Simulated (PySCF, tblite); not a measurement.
# C₄H₆F₄O: geometry, infrared bands and NMR shifts

Wanted: the infrared bands and NMR shifts of C₄H₆F₄O (`FC[C@H](F)COC(F)F`), by calculation.

Programs: tblite 0.8.0 and PySCF 2.14.0, with density-fitted response routines of our own. Each step states its level of theory. These are calculated values for one molecule in the gas phase, unless marked as measured. Atoms count from 0, in the outputs and in this text.

## 1. Starting geometry

15 atoms, charge 0, multiplicity 1; geometry from: force field or distance geometry start.

Bonds of the start (Å): F0–C1 1.38, C1–C2 1.55, C2–F3 1.37, C2–C4 1.50, C4–O5 1.38, O5–C6 1.39, C6–F7 1.40, C6–F8 1.40, C1–H9 1.09, C1–H10 1.12, C2–H11 1.10, C4–H12 1.13, C4–H13 1.12, C6–H14 1.09.

## 2. Relaxing the molecule with GFN2-xTB

The job: settings as JSON, then the geometry in Å.

```
{"job": {"kind": "relax", "xc": "GFN2-xTB", "basis": "xTB"}, "charge": 0, "multiplicity": 1}
F     -1.903300     1.003800    -1.441600
C     -2.054600    -0.148700    -0.699000
C     -0.627300    -0.529600    -0.237900
F     -0.696400    -1.673600     0.509500
C     -0.002600     0.590600     0.545200
O      1.275200     0.296000     0.960800
C      2.179000     0.028900    -0.065700
F      2.686400    -1.249600     0.214100
F      3.273800     0.884000     0.097500
H     -2.514800    -0.949700    -1.283800
H     -2.664400     0.153800     0.196600
H     -0.083300    -0.780600    -1.159700
H     -0.675900     0.751300     1.438600
H      0.044700     1.540900    -0.042900
H      1.759000     0.090500    -1.065000
```

Launch:

```
$ OMP_NUM_THREADS=1 python probes_run.py task.json out
```

The driver reads the jobs from task.json and runs them one after another.

**Question.** This job is followed by: GFN2-xTB harmonic vibrations, gas phase; GIAO PBE0/pcSseg-1 NMR shielding, non-relativistic, gas phase. What will the session give for the following? strongest single infrared mode (GFN2-xTB); zero-point energy (GFN2-xTB); ¹³C shifts against TMS (PBE0/pcSseg-1); ¹H shifts against TMS (PBE0/pcSseg-1); ¹⁹F shifts against CFCl3 (PBE0/pcSseg-1); ¹⁷O shifts against H2O (PBE0/pcSseg-1); surface potential, 1st and 99th percentile.

As calculated:

| quantity | value |
| --- | --- |
| strongest single infrared mode (GFN2-xTB) | 969 cm⁻¹, 246 km/mol |
| zero-point energy (GFN2-xTB) | 64.2 kcal/mol |
| ¹³C shifts against TMS (PBE0/pcSseg-1) | 128.1, 93.1, 82.4, 75.5 ppm |
| ¹H shifts against TMS (PBE0/pcSseg-1) | 6.23, 5.48, 4.99, 4.53, 4.36, 4.07 ppm |
| ¹⁹F shifts against CFCl3 (PBE0/pcSseg-1) | -88.6, -95.2, -228.5, -265.4 ppm |
| ¹⁷O shifts against H2O (PBE0/pcSseg-1) | 109.9 ppm |
| surface potential, 1st and 99th percentile | -1.01 V and 1.51 V |

Over 90 steps the energy fell by 0.510 eV; of the close pairs, C6–F8 changed most, 1.399 to 1.336 Å. All 39 modes are real, so the xTB geometry is a minimum. The strongest single mode, at 969 cm⁻¹, moves mainly C6. GFN2-xTB is a fitted tight-binding method: band positions and strengths are rough. Its intensities can rank the bands wrongly. H14 (hydrogen on an sp3 CH bonded to 2 F and O) lies farthest downfield among hydrogen, at 6.23 ppm; its carbon carries F and O, an electronegative neighbour. At PBE0/pcSseg-1: The largest span, 179 ppm, is at F7, where the paramagnetic term is -215 ppm.
